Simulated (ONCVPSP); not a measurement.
# An ONCV potential for chlorine, from input to tests

Do these settings give a usable potential? It is generated, then checked for transferability, scattering, ghosts and hardness.

The numbers are computed with ONCVPSP 4.0.1.1 (patched build) (PBE, scalar-relativistic, spin-unpolarised reference atom).

## 1. Starting point

The settings as typed:

```json
{"element": "chlorine (Cl, Z = 17)", "type": "optimised norm-conserving Vanderbilt (ONCV)", "frozen core": "[He]", "valence charge": "15", "reference configuration": "2s2 2p6 3s2 3p5", "partial waves": "2s+3s: rc 0.60 bohr, ncon 3, nbas 6, qcut 21 1/bohr, 2 projectors; 2p+3p: rc 0.80 bohr, ncon 4, nbas 8, qcut 17.6 1/bohr, 2 projectors; d scattering state at 0.1 Ha: rc 0.85 bohr, ncon 4, nbas 7, qcut 9.8 1/bohr, 2 projectors, debl 0.9 Ha", "local potential": "polynomial inside 0.40 bohr (lpopt 5, dvloc0 0 Ha)", "core correction": "not asked for"}
```

## 2. Generating the potential

Cl.dat

```
# ATOM AND REFERENCE CONFIGURATION
# atsym  z   nc   nv     iexc    psfile
  Cl 17.00    1    4        4      upf
#
#   n    l    f
    1    0    2.00
    2    0    2.00
    2    1    6.00
    3    0    2.00
    3    1    5.00
#
# PSEUDOPOTENTIAL AND OPTIMIZATION
# lmax
    2
#
#   l,   rc,      ep,       ncon, nbas, qcut
    0    0.60    0.00    3    6   21.00
    1    0.80    0.00    4    8   17.60
    2    0.85    0.10    4    7    9.80
#
# LOCAL POTENTIAL
# lloc, lpopt,  rc(5),   dvloc0
    4    5    0.40    0.00
#
# VANDERBILT-KLEINMAN-BYLANDER PROJECTORs
# l, nproj, debl
    0    2    3.60
    1    2    1.00
    2    2    0.90
#
# MODEL CORE CHARGE
# icmod, fcfact, rcfact
    0    0.00    0.00
#
# LOG DERIVATIVE ANALYSIS
# epsh1, epsh2, depsh
  -11.00    5.00    0.04
#
# OUTPUT GRID
# rlmax, drl
    6.00    0.01
#
# TEST CONFIGURATIONS
# ncnf
    4
# nvcnf
#   n    l    f
    4
    2    0    2.00
    2    1    6.00
    3    0    2.00
    3    1    4.00
#
    4
    2    0    2.00
    2    1    6.00
    3    0    2.00
    3    1    3.00
#
    4
    2    0    2.00
    2    1    6.00
    3    0    2.00
    3    1    2.00
#
    4
    2    0    2.00
    2    1    5.00
    3    0    2.00
    3    1    5.00
#
```

Launch:

```
$ oncvpsp.x < Cl.dat > Cl.out
```

Before running it: what results should come out? Wanted: cutoffs for 1 and 0.1 mHa per electron, occupied waves; bound ghosts; GHOST(+) flags; largest test error; largest phase difference near zero energy, channels read.

As calculated:

| quantity | value |
| --- | --- |
| cutoffs for 1 and 0.1 mHa per electron, occupied waves | 154 Ha and 182 Ha |
| bound ghosts | none found |
| GHOST(+) flags | d at 329 eV |
| largest test error (AE − PS) | +993 meV, for 2s2 2p5 3s2 3p5 |
| largest phase difference near zero energy, channels read | 0.000 rad |

In words: By total energies transferability is poor: the largest error is 993 meV on 210.2 eV, for 2s2 2p5 3s2 3p5. That test lies far up in energy; among those under 40 eV, nearer to bonding, the largest error is 3.3 meV. It counts as very hard, with 154 Ha needed at the looser tolerance. At the looser tolerance the 2s wave is the slowest; 3s needs 132 Ha. It is free of bound ghosts as far as tested. Near zero energy the phases of the channels with partial waves agree within 0.001 rad. The program also flags highly localised states, GHOST(+) (d).
